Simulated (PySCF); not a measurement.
# CdSi⁻: changing the method

What do other methods print for CdSi⁻?

Program: PySCF 2.14.0. Level of theory: method and basis as typed in the scripts. These are calculated values, not measurements.

5 further runs of the same task are left out: 1 for a known fault of the program, 4 that didn't finish.

## (1) The starting structure

CdSi⁻: 2 atoms, charge -1, spin multiplicity 2.

Bond lengths: Cd1–Si2 2.746 Å.

## (2) The base run

The input, input.py:

```python
from pyscf import gto, dft

mol = gto.M(
    atom='Cd 0 0 0; Si 0 0 2.746',
    basis='crenbl',
    ecp={'Cd': 'crenbl', 'Si': 'crenbl'},
    charge=-1,
    spin=1,
    verbose=4,
)
mf = dft.UKS(mol, xc='hse06')
mf.kernel()
mf.mulliken_pop()
mf.dip_moment()
print('orbital energies (hartree):', [e[max(0, n-3):n+3].round(4) for e, n in zip(mf.mo_energy, mol.nelec)])
```

Run with:

```
$ OMP_NUM_THREADS=1 python input.py
```

The log of this run is left out.

It gives: E(SCF) = -170.604964 Eh, ⟨S²⟩ = 0.796.

The bond length is a typed value, not an optimised one. The dipole of an ion depends on the origin.

## (3) MP2 (UHF)

Run 1 changes step after the SCF: analyze → mp2; SCF type: UKS → UHF; functional: hse06 → none (Hartree–Fock).

The input, input.py:

```python
from pyscf import gto, scf, mp

mol = gto.M(
    atom='Cd 0 0 0; Si 0 0 2.746',
    basis='crenbl',
    ecp={'Cd': 'crenbl', 'Si': 'crenbl'},
    charge=-1,
    spin=1,
    verbose=4,
)
mf = scf.UHF(mol)
mf.kernel()
mp.MP2(mf).kernel()
mf.dip_moment()
print('orbital energies (hartree):', [e[max(0, n-3):n+3].round(4) for e, n in zip(mf.mo_energy, mol.nelec)])
```

Run with:

```
$ OMP_NUM_THREADS=1 python input.py
```

## (4) O3lyp

Run 2 changes functional: hse06 → o3lyp.

Changes to input.py since step 2:

```diff
@@ -10,3 +10,3 @@
 )
-mf = dft.UKS(mol, xc='hse06')
+mf = dft.UKS(mol, xc='o3lyp')
 mf.kernel()
```

## (5) SCF alone

Run 3 changes step after the SCF: analyze → none.

Changes to input.py since step 2:

```diff
@@ -12,3 +12,2 @@
 mf.kernel()
-mf.mulliken_pop()
 mf.dip_moment()
```

## (6) Gradient

Run 4 changes step after the SCF: analyze → gradient.

Changes to input.py since step 2:

```diff
@@ -12,3 +12,5 @@
 mf.kernel()
-mf.mulliken_pop()
+g = mf.nuc_grad_method()
+g.grid_response = True
+g.kernel()
 mf.dip_moment()
```

Before running it: what results should come out? Wanted: for each run, E(SCF); from base; gap, α spin; after the SCF.

The runs gave:

```csv
run,E(SCF) (hartree),from base (eV),cycles,"gap, α spin (eV)",after the SCF
base,-170.604964,0,20,0.45,n/a
MP2 (UHF),-169.578869,not comparable,14,4.50,MP2 correlation -7.548 eV
o3lyp,-170.815714,not comparable,15,1.68,n/a
SCF alone,-170.604964,0.0000,20,0.45,n/a
gradient,-170.604964,0.0000,20,0.45,n/a
```

What this shows: The highest filled level of this anion is positive: the basis lacks diffuse functions or the electron is not bound, so these numbers hang on the basis. A lower total energy from another functional means nothing by itself.
